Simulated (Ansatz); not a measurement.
# C₄H₈Cl₂F₂Si₂: basis-set convergence

Aim: see how fast density functionals converge with the basis set for C₄H₈Cl₂F₂Si₂.

Computed with Ansatz 0.2.0, Gaussian basis. Level: one geometry, several basis sets.

Levels to be run: PBE0-D4/def2-SVP; ωB97M-V/def2-SVP; PBE0-D4/def2-QZVPP; ωB97M-V/def2-QZVPP; the functionals' def2-TZVPP values are taken from earlier runs.

## Step 1: The geometry

The geometry comes from an earlier relaxation with PBE0-D4 in a triple-zeta def2 set; it is a stationary point, not always the lowest conformer.

SMILES `C[Si](C)(Cl)/C=C\[Si](F)(F)Cl`, 18 atoms, charge 0, spin multiplicity 1.

Atoms are counted from 1 here; the program's logs count them from 0.

Bond lengths: C1–Si2 1.857 Å, C1–H11 1.092 Å, C1–H12 1.093 Å, C1–H13 1.092 Å, Si2–C3 1.859 Å, Si2–Cl4 2.076 Å, Si2–C5 1.883 Å, C3–H14 1.092 Å, C3–H15 1.091 Å, C3–H16 1.093 Å, C5–C6 1.338 Å, C5–H17 1.092 Å, C6–Si7 1.831 Å, C6–H18 1.091 Å, Si7–F8 1.580 Å, Si7–F9 1.585 Å, Si7–Cl10 2.026 Å. Angles: Si2–C1–H11 110.8°, Si2–C1–H12 110.3°, Si2–C1–H13 110.2°, H11–C1–H12 108.3°, H11–C1–H13 108.6°, H12–C1–H13 108.6°, C1–Si2–C3 113.5°, C1–Si2–Cl4 107.8°, C1–Si2–C5 111.4°, C3–Si2–Cl4 107.1°, C3–Si2–C5 113.1°, Cl4–Si2–C5 103.3°, Si2–C3–H14 110.9°, Si2–C3–H15 111.8°, Si2–C3–H16 109.2°, H14–C3–H15 108.7°, H14–C3–H16 108.2°, H15–C3–H16 108.0° and more.

## Step 2: PBE0-D4 in def2-SVP

Input file in.yaml:

```yaml
crystal:
  periodic: [false, false, false]
  atoms:
    - {symbol: C, position_ang: [-0.257358, -2.193692, -0.524462]}
    - {symbol: Si, position_ang: [-0.840753, -0.773039, 0.519901]}
    - {symbol: C, position_ang: [0.308079, -0.364465, 1.922740]}
    - {symbol: Cl, position_ang: [-2.661175, -1.309439, 1.360544]}
    - {symbol: C, position_ang: [-1.276845, 0.722977, -0.536493]}
    - {symbol: C, position_ang: [-0.485131, 1.653214, -1.082304]}
    - {symbol: Si, position_ang: [1.341605, 1.747045, -1.004937]}
    - {symbol: F, position_ang: [1.896823, 2.343136, -2.358674]}
    - {symbol: F, position_ang: [1.992070, 0.312008, -0.829891]}
    - {symbol: Cl, position_ang: [2.030437, 2.913317, 0.502328]}
    - {symbol: H, position_ang: [-0.985479, -2.427488, -1.303672]}
    - {symbol: H, position_ang: [-0.118209, -3.084768, 0.092320]}
    - {symbol: H, position_ang: [0.694890, -1.946503, -0.999109]}
    - {symbol: H, position_ang: [-0.056433, 0.497063, 2.485362]}
    - {symbol: H, position_ang: [1.318688, -0.150623, 1.570242]}
    - {symbol: H, position_ang: [0.361386, -1.217880, 2.603318]}
    - {symbol: H, position_ang: [-2.348682, 0.834000, -0.710317]}
    - {symbol: H, position_ang: [-0.951411, 2.456441, -1.655096]}
basis:
  gaussian: {orbitals: def2-SVP}
hamiltonian: {xc: pbe0, dispersion: d4}
output: {orbitals: {seedname: orbitals}}
```

The runs that follow: ωB97M-V in def2-SVP; PBE0-D4 in def2-QZVPP; ωB97M-V in def2-QZVPP.

Q: Predict the results of all the runs planned. Wanted: PBE0-D4: double and triple zeta above quadruple; ωB97M-V: double and triple zeta above quadruple.

As calculated:

| quantity | value |
| --- | --- |
| PBE0-D4: double and triple zeta above quadruple | 27.90, 1.81 eV |
| ωB97M-V: double and triple zeta above quadruple | 28.06, 1.70 eV |

**Reading.** PBE0-D4 gains 26.09 eV from double to triple zeta, then 1.81 eV more. These are total energies; as a rule much of such shifts cancels in differences, which this series doesn't test.
